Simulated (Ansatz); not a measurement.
**KNi2S2: further runs on the relaxed cell**

One table from this session's results is given with a row withheld; the runs are named, their logs left out.

Computed with Ansatz 0.2.0 (DFT PBEsol, scalar-relativistic, plane waves, PAW, unless a step's input says otherwise).

### The system as given

Symmetry: I4/mmm, No. 139, tetragonal system. The conventional cell has a = 3.739 Å, b = 3.739 Å, c = 12.278 Å, α = 90.00°, β = 90.00°, γ = 90.00°. K (site symmetry 4/mmm) has 8 S at 3.24 Å and 8 Ni at 3.59 Å in its first shell of neighbours. Around Ni (site symmetry -4m2) lie 4 S at 2.22 Å. S (site symmetry 4mm) has 4 Ni at 2.22 Å and 4 K at 3.24 Å in its first shell of neighbours.

As a file:

```xyz
5
Lattice="-1.8696 1.8696 6.1390 1.8696 -1.8696 6.1390 1.8696 1.8696 -6.1390" Properties=species:S:1:pos:R:3 pbc="T T T"
K     0.0000    0.0000    0.0000
Ni    0.0000    1.8696    3.0695
Ni    1.8696    0.0000    3.0695
S     0.0000    0.0000    4.2747
S     0.0000    0.0000    8.0033
```

It is the result of an earlier relaxation at this level (volume 17.17 Å³/atom; gap on the mesh: none (metal)).

The first run:

input.yaml reads:

```yaml
crystal:
  lattice:
    - [-1.850727836, 1.850727836, 6.0769910003]
    - [1.850727836, -1.850727836, 6.0769910003]
    - [1.850727836, 1.850727836, -6.0769910003]
  atoms:
    - { symbol: K, position: [0.0, 0.0, 0.0] }
    - { symbol: Ni, position: [0.75, 0.25, 0.5] }
    - { symbol: Ni, position: [0.25, 0.75, 0.5] }
    - { symbol: S, position: [0.3481623077, 0.3481623077, 0.0] }
    - { symbol: S, position: [0.6518376923, 0.6518376923, 0.0] }
basis:
  ecutwfc: 420
kpoints:
  mp_grid: { grid: [14, 14, 14] }
hamiltonian:
  xc: pbesol
scf:
  occupations: { method: gaussian, width: 0.1 }
output:
  forces: true
  stress: true
  eigenvalues: true
relax:
  adjacent_minimum: "off"
  f_tol: 0.01
  max_steps: 30
  cell: { stress_tol: 0.1, fix: [volume] }
```

Run with:

```bash
$ ansatz run input.yaml --threads 2 --pin off --max-ram 5120MiB --backend cpu --events-out ev --progress --plain --runs-dir out
```

Among the steps run: The cell scaled to 0.97 of its volume; The cell scaled to 1.03 of its volume; Point at V/V0 = 0.94; Point at V/V0 = 1.06; Volume × 0.91; Volume × 1.10; The cell scaled to 0.88 of its volume.

One table of the session follows, with a row left open; its other results are not shown here.

It belongs to the step «Energy against volume». 

| volume (Å³/atom) | energy above the lowest point (meV/atom) | pressure (GPa) |
| --- | --- | --- |
| 15.107 | 50.2 | 9.08 |
| 15.622 | 26.2 | 6.11 |
| 16.137 | 10.7 | 3.67 |
| 16.652 | 2.4 | 1.67 |
| 17.167 | 0.0 | 0.00 |
| 17.682 | ? | ? |
| 18.197 | 8.6 | -2.40 |
| 18.884 | 21.7 | -3.52 |

**Question.** Estimate the row for volume (Å³/atom) = 17.682.

Worked estimate for «energy above the lowest point (meV/atom)». A straight line through the neighbours (17.167, 0.0) and (18.197, 8.6) gives 0.0 + (8.6 − 0.0) × (17.682 − 17.167) / (18.197 − 17.167) = 4.3; a parabola fitted to 4 rows on both sides gives 2.4.

The run gave: energy above the lowest point (meV/atom): 2.3; pressure (GPa): -1.31. In «energy above the lowest point (meV/atom)» the line misses by +2.0 and the parabola by +0.1.

Caveats from the session: The final runs have no spin polarisation, so a magnetic state may lie lower.
